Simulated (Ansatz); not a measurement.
# Cr3Cd: the cost of one run

Method: DFT PBE, scalar-relativistic, plane waves, PAW, in Ansatz 0.2.0.

## Step 1: The system as given

It takes space group Pm-3m (No. 221, cubic). Conventional cell: a = 3.864 Å, b = 3.864 Å, c = 3.864 Å, α = 90.00°, β = 90.00°, γ = 90.00°. Around Cr (site symmetry 4/mmm) lie 8 Cr at 2.73 Å and 4 Cd at 2.73 Å. Around Cd (site symmetry m-3m) lie 12 Cr at 2.73 Å.

Structure file:

```cif
data_structure
_symmetry_space_group_name_H-M 'P 1'
_symmetry_Int_Tables_number 1
_cell_length_a 3.8640
_cell_length_b 3.8640
_cell_length_c 3.8640
_cell_angle_alpha 90.000
_cell_angle_beta 90.000
_cell_angle_gamma 90.000
_cell_volume 57.69
loop_
_atom_site_label
_atom_site_type_symbol
_atom_site_fract_x
_atom_site_fract_y
_atom_site_fract_z
_atom_site_occupancy
Cr1 Cr 0.00000 0.50000 0.50000 1
Cr2 Cr 0.50000 0.00000 0.50000 1
Cr3 Cr 0.50000 0.50000 0.00000 1
Cd1 Cd 0.00000 0.00000 0.00000 1
```

This is candidate A: Cu3Au (L1_2) type (Pm-3m, No. 221).

(A quick probe on a coarse mesh, which set the mesh and smearing, is not shown.)

## Step 3: Coarse relaxation (candidate A)

input.yaml reads:

```yaml
crystal:
  lattice:
    - [3.8639997262, 0.0, 0.0]
    - [0.0, 3.8639997262, 0.0]
    - [0.0, 0.0, 3.8639997262]
  atoms:
    - { symbol: Cr, position: [0.0, 0.5, 0.5] }
    - { symbol: Cr, position: [0.5, 0.0, 0.5] }
    - { symbol: Cr, position: [0.5, 0.5, 0.0] }
    - { symbol: Cd, position: [0.0, 0.0, 0.0] }
basis:
  ecutwfc: 420
kpoints:
  mp_grid: { grid: [4, 4, 4] }
hamiltonian:
  xc: pbe
scf:
  occupations: { method: gaussian, width: 0.1 }
  lower_state_search: "off"
output:
  forces: true
  stress: true
  eigenvalues: true
relax:
  adjacent_minimum: "off"
  f_tol: 0.04
  max_steps: 70
  cell: { stress_tol: 0.4 }
```

Launch:

```console
$ ansatz run input.yaml --threads 1 --pin off --max-ram 2560MiB --backend cpu --events-out ev --progress --plain --runs-dir out
```

**Question.** How long does this run take on 1 thread of Arm Neoverse V2, shared host, and how much memory does it need?

About 6.7 s, with a peak of 0.32 GiB.
